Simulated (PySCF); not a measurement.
# AsH2P (As ... H2P): the cost of one run

Computed with PySCF 2.14.0 and routines of our own; the level stands in each step. Atoms count from 0.

## 1. The starting structure

4 atoms, charge 0, high-spin multiplicity 5; geometry from: GFN2-xTB fragments, placed rigidly.

The system (radical pair): As···H2P. The radical centres are 5.88 Å apart; the spin sites are atom 0 (3 unpaired) and atoms 1, 2, 3 (1 unpaired).

## 2. Magnetic exchange: CASSCF and SC-NEVPT2/def2-TZVP (4,4)

What the job is given:

```
{"job": {"kind": "cas", "basis": "def2-TZVP", "active": "magnetic", "zfs": false}, "charge": 0, "high_spin_multiplicity": 5, "spin_sites": [[[0], 3], [[1, 2, 3], 1]]}
As     0.000100     0.486100    -4.407100
P      0.000100     0.486100     1.468900
H      0.704400    -0.486200     0.764600
H     -0.704600    -0.486000     2.173600
```

Level: CASSCF and SC-NEVPT2/def2-TZVP spin states, gas phase.

The run is started by

```sh
$ OMP_NUM_THREADS=1 python exch_run.py task.json out
```

The driver reads the jobs from task.json and runs them one after another.

**Question.** How long does this first job take on 1 thread of Intel Xeon Platinum 8488C (Sapphire Rapids), shared host?

About 2 s.
